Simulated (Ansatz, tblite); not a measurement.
## A script for GaN (GFN2-xTB)

These are simulated results from tblite 0.8.0, not measurements. The cell was built from a prototype and was relaxed with r2SCAN in plane waves (Ansatz 0.2.0). Not every such cell is a known phase. All runs are without spin polarisation.

Space group P6_3mc (No. 186), hexagonal; conventional cell a = 3.183 Å, c = 5.184 Å, 11.37 Å³ an atom. Ga has 4 N at 1.95 Å; N has 4 Ga at 1.95 Å.

tblite solves periodic systems at the zone centre alone, so the script builds a cluster of 3×3×2 conventional cells (72 atoms), which folds in a coarse mesh of k points.

The script, run.py:

```python
import json
from ase import Atoms
from ase.build import make_supercell
from ase.units import Bohr, GPa, Hartree
from tblite.interface import Calculator

atoms = Atoms(['Ga', 'Ga', 'N', 'N'],
              cell=[[3.183149, 0.0, -0.0], [-1.591575, 2.756688, 0.0], [-0.0, -0.0, 5.183625]],
              scaled_positions=[[0.333333, 0.666667, -0.000887], [0.666667, 0.333333, 0.499113], [0.333333, 0.666667, 0.375887], [0.666667, 0.333333, 0.875887]],
              pbc=True)
cluster = make_supercell(atoms, [[3, 0, 0], [0, 3, 0], [0, 0, 2]])
calc = Calculator('GFN2-xTB', cluster.numbers, cluster.positions / Bohr, lattice=cluster.cell[:] / Bohr, periodic=cluster.pbc)
calc.set('temperature', 0.02 / Hartree)
calc.set('max-iter', 150)
res = calc.singlepoint()
levels = res.get('orbital-energies') * Hartree
nv = round(res.get('orbital-occupations').sum() / 2)
cells = len(cluster) // len(atoms)
out = {'energy_per_cell': res.get('energy') * Hartree / cells, 'homo': levels[nv - 1], 'lumo': levels[nv],
       'stress': (-res.get('virial') * Hartree / cluster.get_volume() / GPa).tolist(), 'charges': res.get('charges')[:len(atoms)].tolist(), 'electrons': 2 * nv / cells}
json.dump(out, open('results.json', 'w'))
for key, value in out.items():
    print(key, value)
```

Command: `python run.py`. It took 10 s on 1 thread of Arm Neoverse V1 (shared host), peak memory 0.12 GiB.

What it printed:

```
------------------------------------------------------------
  cycle        total energy    energy error   density error
------------------------------------------------------------
      1     -140.1132248282  -1.4074735E+02   3.7993633E-01
      2     -142.0412699005  -1.9280451E+00   2.7001606E-01
      3     -147.1853318759  -5.1440620E+00   2.6143227E-01
      4     -149.9600718394  -2.7747400E+00   1.6429611E-01
      5     -151.0953564771  -1.1352846E+00   4.9883400E-02
      6     -150.4558231791   6.3953330E-01   8.3827293E-02
      7     -150.6965108382  -2.4068766E-01   8.4459228E-02
      8     -151.0384690860  -3.4195825E-01   2.3917140E-02
      9     -151.0897218571  -5.1252771E-02   8.3976213E-03
     10     -151.0944392592  -4.7174021E-03   5.4556780E-03
     11     -151.0960802316  -1.6409724E-03   1.1312515E-03
     12     -151.0962114973  -1.3126578E-04   3.7965825E-04
     13     -151.0962256373  -1.4139938E-05   1.0471541E-04
     14     -151.0962267329  -1.0955782E-06   1.2183264E-05
     15     -151.0962267393  -6.4226526E-09   6.6356511E-06
------------------------------------------------------------

 total:                                   9.511 sec
energy_per_cell -228.4187640348711
homo -11.454791024518729
lumo -9.578280022795628
stress [[-5.085820481945273, 0.00017307023613251875, -5.9133358092562615e-08], [0.00017307023613193074, -5.085652241649922, 3.423719752593085e-08], [-5.913335826855271e-08, 3.423719734136804e-08, -3.4613197313178907]]
charges [0.3500504225867629, 0.3500534073173274, -0.35005086165570853, -0.35005088646125393]
electrons 16.0
```

The cycle table is in hartree for the whole cluster, and the lines after it are in eV (the energy for one cell). The printed stress is in GPa and positive in compression, and the pressure is its mean diagonal.

GFN2-xTB gives a gap of 1.88 eV. On the same cell, plane-wave PBE (Ansatz, 12×12×6 k points and the special points) gives a gap of 1.93 eV and r2SCAN a gap of 2.35 eV; on shared hosts these took about 9.1 and 23 core-seconds on the 4-atom cell, against 10 for the script. Semilocal gaps usually lie below measured ones. xTB was fitted to molecules, so gaps, charges and pressures of solids can be far off, and the gap also depends on the size of the cluster.

The same script was run on cells scaled at fixed shape and fractional coordinates:

```json
{"volume (Å³/atom)": "10.01", "energy (meV/atom)": "33.8", "pressure (GPa, positive in compression)": "14.73", "gap (eV)": "2.47"}
{"volume (Å³/atom)": "10.69", "energy (meV/atom)": "-3.5", "pressure (GPa, positive in compression)": "3.19", "gap (eV)": "2.16"}
{"volume (Å³/atom)": "11.37", "energy (meV/atom)": "0.0", "pressure (GPa, positive in compression)": "-4.54", "gap (eV)": "1.88"}
{"volume (Å³/atom)": "12.05", "energy (meV/atom)": "31.2", "pressure (GPa, positive in compression)": "-9.91", "gap (eV)": "1.62"}
{"volume (Å³/atom)": "12.74", "energy (meV/atom)": "81.5", "pressure (GPa, positive in compression)": "-13.73", "gap (eV)": "1.39"}
```

A Birch-Murnaghan fit puts the minimum at 10.95 Å³/atom, 3.7 % below the given cell, with a bulk modulus of 131 GPa at fixed shape.

xTB was fitted mostly to molecules, and a small cluster samples few k points, so gaps, pressures and kinks along a curve can be far from a solid's.
